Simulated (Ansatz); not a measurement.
# C10H18O3Si: the cost of one run

Program: Ansatz 0.2.0, Gaussian basis. Level of theory: the settings change from run to run. These are calculated values, not measurements.

3 further runs of the same task are left out: 3 that didn't finish.

### Step 1. The relaxed structure

The structure was relaxed beforehand with PBE-D4/def2-SVP.

SMILES `O[Si](O)(O)C12CC3CC(CC(C3)C1)C2`, 32 atoms, charge 0, spin multiplicity 1.

Atoms are counted from 1 here; the program's logs count them from 0.

Bond lengths: O1–Si2 1.682 Å, O1–H15 0.973 Å, Si2–O3 1.682 Å, Si2–O4 1.682 Å, Si2–C5 1.875 Å, O3–H16 0.973 Å, O4–H17 0.973 Å, C5–C6 1.551 Å, C5–C13 1.551 Å, C5–C14 1.551 Å, C6–C7 1.542 Å, C6–H18 1.112 Å, C6–H19 1.112 Å, C7–C8 1.542 Å, C7–C12 1.542 Å, C7–H20 1.112 Å, C8–C9 1.541 Å, C8–H21 1.112 Å and more. Angles: Si2–O1–H15 113.3°, O1–Si2–O3 109.1°, O1–Si2–O4 109.0°, O1–Si2–C5 109.8°, O3–Si2–O4 108.8°, O3–Si2–C5 110.0°, O4–Si2–C5 110.1°, Si2–O3–H16 113.2°, Si2–O4–H17 113.2°, Si2–C5–C6 110.1°, Si2–C5–C13 110.1°, Si2–C5–C14 110.1°, C6–C5–C13 108.8°, C6–C5–C14 108.8°, C13–C5–C14 108.8°, C5–C6–C7 110.1°, C5–C6–H18 109.7°, C5–C6–H19 109.8° and more.

### Step 2. LC-wPBE/def2-SVP

This run has charge +1, multiplicity 2.

Contents of in.yaml:

```yaml
crystal:
  periodic: [false, false, false]
  atoms:
    - {symbol: O, position_ang: [3.095381, -0.547046, -1.638808]}
    - {symbol: Si, position_ang: [2.591461, -0.217517, -0.068122]}
    - {symbol: O, position_ang: [3.090484, -1.465269, 0.943062]}
    - {symbol: O, position_ang: [3.304845, 1.216194, 0.447362]}
    - {symbol: C, position_ang: [0.723165, -0.061641, -0.018752]}
    - {symbol: C, position_ang: [0.257298, 1.069394, -0.973128]}
    - {symbol: C, position_ang: [-1.278534, 1.197267, -0.931340]}
    - {symbol: C, position_ang: [-1.914928, -0.135328, -1.373486]}
    - {symbol: C, position_ang: [-1.471552, -1.263635, -0.421350]}
    - {symbol: C, position_ang: [-1.918363, -0.929192, 1.015597]}
    - {symbol: C, position_ang: [-1.281865, 0.402358, 1.460652]}
    - {symbol: C, position_ang: [-1.725516, 1.528677, 0.506239]}
    - {symbol: C, position_ang: [0.254012, 0.273845, 1.421462]}
    - {symbol: C, position_ang: [0.064096, -1.394162, -0.462459]}
    - {symbol: H, position_ang: [3.644320, -1.347326, -1.706305]}
    - {symbol: H, position_ang: [3.745391, -1.183511, 1.604974]}
    - {symbol: H, position_ang: [3.908138, 1.602728, -0.210627]}
    - {symbol: H, position_ang: [0.730339, 2.030061, -0.674033]}
    - {symbol: H, position_ang: [0.595143, 0.851213, -2.009713]}
    - {symbol: H, position_ang: [-1.598729, 2.010064, -1.618616]}
    - {symbol: H, position_ang: [-3.023450, -0.048237, -1.373064]}
    - {symbol: H, position_ang: [-1.610605, -0.375144, -2.415593]}
    - {symbol: H, position_ang: [-1.930917, -2.223977, -0.741112]}
    - {symbol: H, position_ang: [-1.616588, -1.745331, 1.707654]}
    - {symbol: H, position_ang: [-3.026959, -0.858141, 1.064377]}
    - {symbol: H, position_ang: [-1.604524, 0.642435, 2.496884]}
    - {symbol: H, position_ang: [-2.830200, 1.649464, 0.544882]}
    - {symbol: H, position_ang: [-1.283637, 2.496645, 0.828543]}
    - {symbol: H, position_ang: [0.590128, -0.523200, 2.119824]}
    - {symbol: H, position_ang: [0.726345, 1.221555, 1.760547]}
    - {symbol: H, position_ang: [0.396169, -2.219479, 0.204515]}
    - {symbol: H, position_ang: [0.399673, -1.653773, -1.490038]}
basis:
  gaussian: {orbitals: def2-SVP}
total_charge: 1
magnetization: {spin_polarized: true, initial_magnetization: 1}
hamiltonian: {xc: {name: LC-wPBE}}
scf: {omitted_lower_state_checks: [starts]}
output: {forces: true}
```

Started as:

```
> ansatz run in.yaml --threads 6 --pin off --events-out ev --progress --plain --max-ram 7833MiB
```

**Question.** How long does this run take on 6 threads of Intel Xeon at 2.70GHz, shared host, and how much memory does it need?

About 23 s, with a peak of 1.6 GiB.
